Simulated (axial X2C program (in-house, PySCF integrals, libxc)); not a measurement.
# OCSe: bond lengths and stretches, held linear

How do method and spin–orbit coupling move the bonds and stretches of OCSe, held linear?

The runs use an in-house X2C program for linear molecules on PySCF integrals; all-electron X2C, two-component (2c) or spin-free, O dyall-av3z, C dyall-v3z, Se dyall-v3z.

All values are calculated.

1 further run of the same task is left out (set aside as unsound or not needed).

### Step 1. Input

task.json

```json
{"zs": [8, 6, 34], "q": 0, "bas": ["dyall-av3z", "dyall-v3z", "dyall-v3z"], "r0": [1.16, 1.71], "symm": 0, "scan": ["PBE0", "HF", "B3LYP"], "levels": ["PBE0", "HF", "B3LYP"], "nst": 2}
```

Keys: zs atomic numbers; q charge; bas basis sets; r0 starting distance in Å; symm equal bonds; scan levels of the two-bond scan (MP2 follows by itself at each HF point); levels methods; nst determinants followed.

Started as:

```sh
python solin.py task.json out
```

Masses O 15.995, C 12.000, Se 79.917 u.

### Step 2. Scan at PBE0, 2c

State: Ω = 0 (all partner blocks equally filled). Energies above the lowest point, from the job's result record:

```
r(O–C) (Å)  r(C–Se) (Å)  E (meV)
    1.1222       1.6653    82.33
    1.1222       1.7080    42.57
    1.1222       1.7507    68.44
    1.1510       1.6653    31.73
    1.1510       1.7080     0.00
    1.1510       1.7507    33.60
    1.1510       1.7934   118.21
    1.1798       1.6653    69.95
    1.1798       1.7080    45.80
    1.1798       1.7507    86.69
    1.2086       1.7080   163.71
    1.2086       1.7934   309.69
```

A quadratic surface with cubic terms in each bond gives the minimum at 1.150 and 1.706 Å, force constants 17.2, 5.77 and coupling 0.95 mdyn/Å.

### Step 3. Scan at HF, 2c

State: Ω = 0 (all partner blocks equally filled). Energies above the lowest point, from the job's result record:

```
r(O–C) (Å)  r(C–Se) (Å)  E (meV)
    1.1222       1.6653    60.25
    1.1222       1.7080     0.00
    1.1222       1.7507     2.64
    1.1510       1.6653   111.33
    1.1510       1.7080    62.77
    1.1510       1.7507    76.46
    1.1510       1.7934   137.15
    1.1798       1.6653   248.98
    1.1798       1.7080   211.84
    1.1798       1.7507   236.38
    1.2086       1.7080   430.35
    1.2086       1.7934   546.54
```

A quadratic surface with cubic terms in each bond gives the minimum at 1.117 and 1.728 Å, force constants 20.4, 4.81 and coupling 1.41 mdyn/Å.

### Step 4. Scan at B3LYP, 2c

State: Ω = 0 (all partner blocks equally filled). Energies above the lowest point, from the job's result record:

```
r(O–C) (Å)  r(C–Se) (Å)  E (meV)
    1.1222       1.6653   107.91
    1.1222       1.7080    52.40
    1.1222       1.7507    61.86
    1.1510       1.6653    47.47
    1.1510       1.7080     0.00
    1.1510       1.7507    17.17
    1.1510       1.7934    84.78
    1.1798       1.6653    74.69
    1.1798       1.7080    34.78
    1.1798       1.7507    59.21
    1.2086       1.7080   140.60
    1.2086       1.7934   253.00
```

A quadratic surface with cubic terms in each bond gives the minimum at 1.153 and 1.717 Å, force constants 16.6, 5.41 and coupling 0.94 mdyn/Å.

### Step 5. Comparison

| level | r(O–C) (Å) | r(C–Se) (Å) | lower stretch (cm⁻¹) | upper stretch (cm⁻¹) |
| --- | --- | --- | --- | --- |
| PBE0, 2c | 1.150 | 1.706 | 666.8 | 2115.2 |
| HF, 2c | 1.117 | 1.728 | 621.3 | 2247.7 |
| B3LYP, 2c | 1.153 | 1.717 | 647.3 | 2075.7 |
| MP2, 2c | 1.168 | 1.706 | 683.0 | 2011.9 |
| PBE0, spin-free | 1.150 | 1.705 | 668.1 | 2115.9 |
| HF, spin-free | 1.117 | 1.727 | 623.3 | 2248.4 |
| B3LYP, spin-free | 1.153 | 1.716 | 648.7 | 2076.4 |
| MP2, spin-free | 1.168 | 1.705 | 684.0 | 2012.3 |

Scans not shown above were run alike.

What this shows: Over the levels the O–C bond spans 1.117 to 1.168 Å and the C–Se bond 1.705 to 1.728 Å. At PBE0 spin–orbit coupling leaves both bonds unchanged to 0.001 Å. Each state is one determinant, the lowest of a limited PBE0 search; the stretches come from a fit to few points and are good to some per cent at best. MP2 freezes inner shells (threshold -2 hartree). The molecule was held linear; bending was not examined, so a bent shape may lie lower.
